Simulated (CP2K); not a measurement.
**C2HCl2Si (SMILES C#C[Si](Cl)Cl) at AM1**

Aim: the vertical doublet–quartet gap of C2HCl2Si at AM1, from 2 runs. 

Program for the calculation: CP2K 2026.2.

4 further runs of the same task are left out: 1 that didn't finish, 3 set aside as unsound or not needed.

## Step 1: The molecule

The species is C2HCl2Si (6 atoms), meant as a doublet with charge 0. As SMILES, `C#C[Si](Cl)Cl`. Geometry: relaxed at PBE0-D4/def2-TZVP.

Bond lengths: C1–C2 1.208 Å, C2–Si3 1.804 Å, Si3–Cl4 2.043 Å, Si3–Cl5 2.043 Å, C1–H6 1.066 Å. Angles: C1–C2–Si3 172.9°, C2–Si3–Cl4 109.7°, C2–Si3–Cl5 109.7°, Cl4–Si3–Cl5 110.2°, C2–C1–H6 179.0°.

## Step 2: The energy at AM1

job.inp reads:

```
&GLOBAL
  PROJECT_NAME job
  RUN_TYPE ENERGY
  PRINT_LEVEL MEDIUM
&END
&FORCE_EVAL
  METHOD QS
  &DFT
    MULTIPLICITY 2
    UKS T
    ! Quickstep
    &QS
      METHOD AM1
      EPS_DEFAULT 1.0E-10
      &SE
        &COULOMB
          CUTOFF [angstrom] 50
          RC_RANGE [angstrom] 0
        &END
        &EXCHANGE
          CUTOFF [angstrom] 50
          RC_RANGE [angstrom] 0
        &END
      &END
    &END
    &POISSON
      PERIODIC NONE
      POISSON_SOLVER ANALYTIC
    &END
    ! self-consistent field
    &SCF
      SCF_GUESS ATOMIC
      EPS_SCF 1.0E-06
      MAX_SCF 80
      &DIAGONALIZATION
        ALGORITHM STANDARD
      &END
      &MIXING
        METHOD DIRECT_P_MIXING
        ALPHA 0.4
      &END
    &END
    ! extra output
    &PRINT
      &MOMENTS
        PERIODIC F
        REFERENCE COM
        MAX_MOMENT 1
      &END
      &MO ON
        ENERGIES T
        OCCUPATION_NUMBERS T
        NDIGITS 6
        &EACH
          QS_SCF 0
        &END
        ADD_LAST NUMERIC
      &END
      &HIRSHFELD OFF
      &END
    &END
  &END
  &SUBSYS
    ! vacuum box
    &CELL
      ABC 19.9 18.8 19.9
      PERIODIC NONE
    &END
    &COORD
      C      1.324500     0.483500     1.111500
      C      0.521500     0.095400     0.297200
      Si    -0.504400    -0.583800    -1.021800
      Cl    -1.914000    -1.830600    -0.226100
      Cl    -1.406000     0.937000    -2.046300
      H      2.020400     0.834500     1.839400
    &END
    &TOPOLOGY
      &CENTER_COORDINATES
      &END
    &END
  &END
&END
```

On the command line:

```console
OMP_NUM_THREADS=1 cp2k.psmp -i job.inp > job.out 2>&1
```

The log of the run:

```text
CP2K| version string:                                       CP2K version 2026.2
[...]
 GLOBAL| Method name                                                        CP2K
[...]
 GLOBAL| Run type                                                         ENERGY
[...]
                             - Atoms:                                          6
[...]
                             - Spherical basis functions:                     21
[...]
 Number of electrons:                                                         14
[...]
     1 P_Mix/Diag. 0.40E+00    0.0     0.39430988       -35.9985646728 -3.60E+01
[...]
    30 DIIS/Diag.  0.90E-07    0.0     0.00000065       -40.5081771131  1.71E-13
  *** SCF run converged in    30 steps ***
  Core-core repulsion energy [eV]:                           1417.64218876666951
  Core Hamiltonian energy [eV]:                             -1797.58914868248621
  Two-electron integral energy [eV]:                        -1444.67319367617915
  Electronic energy [eV]:                                   -2519.92574552057567
  Total energy [eV]:                                        -1102.28355675390640
  Atomic reference energy [eV]:                              1100.72144320345478
  Heat of formation [kcal/mol]:                               -36.02319710315874
[...]
 SE_DIPOLE| Moment [Debye]         -2.54709347       0.15304778      -0.47955352
 SE_DIPOLE| Derivative [a.u.]       0.00000000       0.00000000       0.00000000
 ENERGY| Total FORCE_EVAL ( QS ) energy [hartree]            -40.508177113099038
[...]
```

Wall time 2.5 s (1 thread of AMD EPYC (Zen 3), shared host); peak memory 0.29 GiB.

## Step 3: The quartet

mol.inp reads:

```
&GLOBAL
    PROJECT_NAME mol
    RUN_TYPE ENERGY
    PRINT_LEVEL MEDIUM
&END GLOBAL

&FORCE_EVAL
    METHOD Quickstep
    &DFT
        MULTIPLICITY 4
        UNRESTRICTED_KOHN_SHAM T
        &QS
            METHOD AM1
            EPS_DEFAULT 1.0E-10
            &SE
                &COULOMB
                    CUTOFF [angstrom] 50
                    RC_RANGE [angstrom] 0
                &END COULOMB
                &EXCHANGE
                    CUTOFF [angstrom] 50
                    RC_RANGE [angstrom] 0
                &END EXCHANGE
            &END SE
        &END QS
        &POISSON
            PERIODIC NONE
            POISSON_SOLVER ANALYTIC
        &END POISSON
        # SCF settings
        &SCF
            SCF_GUESS ATOMIC
            EPS_SCF 1.0E-06
            MAX_SCF 80
            &DIAGONALIZATION
                ALGORITHM STANDARD
            &END DIAGONALIZATION
            &MIXING
                METHOD DIRECT_P_MIXING
                ALPHA 0.4
            &END MIXING
        &END SCF
        &PRINT
            &MOMENTS
                PERIODIC F
                REFERENCE COM
                MAX_MOMENT 1
            &END MOMENTS
            &MO ON
                ENERGIES T
                OCCUPATION_NUMBERS T
                NDIGITS 6
                &EACH
                    QS_SCF 0
                &END EACH
                ADD_LAST NUMERIC
            &END MO
            &HIRSHFELD OFF
            &END HIRSHFELD
        &END PRINT
    &END DFT
    &SUBSYS
        &CELL
            ABC 19.9 18.8 19.9
            PERIODIC NONE
        &END CELL
        &COORD
            C      1.324500     0.483500     1.111500
            C      0.521500     0.095400     0.297200
            Si    -0.504400    -0.583800    -1.021800
            Cl    -1.914000    -1.830600    -0.226100
            Cl    -1.406000     0.937000    -2.046300
            H      2.020400     0.834500     1.839400
        &END COORD
        &TOPOLOGY
            &CENTER_COORDINATES
            &END CENTER_COORDINATES
        &END TOPOLOGY
    &END SUBSYS
&END FORCE_EVAL
```

On the command line:

```console
OMP_NUM_THREADS=1 cp2k.psmp -i mol.inp -o mol.out
```

The log of the run:

```text
CP2K| version string:                                       CP2K version 2026.2
[...]
 GLOBAL| Method name                                                        CP2K
[...]
 GLOBAL| Run type                                                         ENERGY
[...]
                             - Atoms:                                          6
[...]
                             - Spherical basis functions:                     21
[...]
 Number of electrons:                                                         15
[...]
     1 P_Mix/Diag. 0.40E+00    0.0     0.38755553       -35.9985646728 -3.60E+01
[...]
    26 DIIS/Diag.  0.16E-06    0.0     0.00000041       -40.3678815925 -3.78E-12
  *** SCF run converged in    26 steps ***
  Core-core repulsion energy [eV]:                           1417.64218876666951
  Core Hamiltonian energy [eV]:                             -1793.00822104074382
  Two-electron integral energy [eV]:                        -1446.19977843159904
  Electronic energy [eV]:                                   -2516.10811025654311
  Total energy [eV]:                                        -1098.46592148987384
  Atomic reference energy [eV]:                              1100.72144320345478
  Heat of formation [kcal/mol]:                                52.01357048294327
[...]
 SE_DIPOLE| Moment [Debye]         -2.55573455       0.11520177      -0.53938599
 SE_DIPOLE| Derivative [a.u.]       0.00000000       0.00000000       0.00000000
 ENERGY| Total FORCE_EVAL ( QS ) energy [hartree]            -40.367881592512617
[...]
```

Run time: 2.2 s. Hardware: 1 thread of AMD EPYC (Zen 3), shared host; peak memory 0.29 GiB.

## Step 4: What came out

Level: AM1.

```
                                        quantity           value
                           doublet: total energy    -40.50818 Eh
                          doublet: dipole moment          2.60 D
     doublet: HOMO energy (highest over α and β)        -9.34 eV
                      doublet: heat of formation  -36.0 kcal/mol
                           quartet: total energy    -40.36788 Eh
                          quartet: dipole moment          2.61 D
     quartet: HOMO energy (highest over α and β)        -8.07 eV
                      quartet: heat of formation   52.0 kcal/mol
vertical energy of the quartet above the doublet        3.818 eV
```

At this shape the quartet lies 3.82 eV (368 kJ/mol) above the doublet.
